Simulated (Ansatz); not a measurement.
# CO2, space group I-42d: a calculation of the elastic constants

With the Ansatz DFT code, driven from Python.

Notebook, run cell by cell (the value of a cell's last expression is shown):

```python
import ansatz as az
import numpy as np
```

```python
vectors = np.array([
    [-1.974727, 1.974727, 3.014058],
    [1.974727, -1.974727, 3.014058],
    [1.974727, 1.974727, -3.014058],
])
xtal = (
    az.Lattice.of(vectors)
    .atom("C", [0.75, 0.25, 0.5])
    .atom("C", [0.0, 0.0, 0.0])
    .atom("O", [0.709798, 0.125, 0.084798])
    .atom("O", [0.040202, 0.625, 0.915202])
    .atom("O", [0.375, 0.290202, 0.415202])
    .atom("O", [0.875, 0.959798, 0.584798])
)
```

```python
len(xtal.resolved().sites)
```

    6

```python
setup = xtal.calculation()
setup = setup.occupations(az.OccupationsMethod.FIXED)
setup = setup.functional(az.Functional.PBESOL)
setup = setup.basis(420)
setup = setup.kpoints(8, 8, 8)
res = setup.elastic(az.ElasticMode.RELAXED_ION).run(threads=1)
elastic = res.elastic
```

```python
C = np.asarray(elastic.c_gpa)
for i in range(6):
    for j in range(i, 6):
        if abs(C[i, j]) > 0.05:
            print(f"C{i + 1}{j + 1} = {C[i, j]:.1f} GPa")
print("smallest eigenvalue of C:", round(elastic.stability.min_eigenvalue_gpa, 1), "GPa; stable:", elastic.stability.stable)
# averaged moduli need a positive definite tensor
if elastic.stability.min_eigenvalue_gpa > 0:
    m = elastic.moduli
    anisotropy = 5 * m.g_voigt_gpa / m.g_reuss_gpa + m.k_voigt_gpa / m.k_reuss_gpa - 6
    print(f"Voigt K {m.k_voigt_gpa:.1f} G {m.g_voigt_gpa:.1f}; Reuss K {m.k_reuss_gpa:.1f} G {m.g_reuss_gpa:.1f}; universal anisotropy index {anisotropy:.3f}")
    S = np.linalg.inv(elastic.c_gpa)
    print("Young modulus along x, y, z (GPa):", np.round(1 / np.diag(S)[:3], 1))
    print("linear compressibility along x, y, z (1/TPa):", np.round(1000 * S[:3, :3].sum(axis=1), 2))
```

    C11 = 289.0 GPa
    C12 = -28.5 GPa
    C13 = 105.2 GPa
    C22 = 289.0 GPa
    C23 = 105.2 GPa
    C33 = 295.1 GPa
    C44 = 158.5 GPa
    C55 = 158.5 GPa
    C66 = 104.9 GPa
    smallest eigenvalue of C: 104.9 GPa; stable: True
    Voigt K 136.8 G 130.6; Reuss K 127.0 G 115.5; universal anisotropy index 0.734
    Young modulus along x, y, z (GPa): [235.6 235.6 212.2]
    linear compressibility along x, y, z (1/TPa): [3.43 3.43 1.  ]

What to keep in mind:
- A positive definite tensor excludes instabilities under uniform strain alone; phonons elsewhere in the zone can still be imaginary.
- The cell stands under an uneven stress, so these stress-strain coefficients aren't symmetric, and eigenvalues smaller than that stress decide nothing.
- This cell is a computed structure, which may not be the phase found in nature.
- The constants belong to the cell that was strained; where it wasn't relaxed first it may be under stress.
- Finished in 12 min on 1 thread of Arm Neoverse V1, with other jobs on the host, peak memory 0.55 GiB.

(A comment or docstring line of the script was reworded after the run, the code is as it ran.)
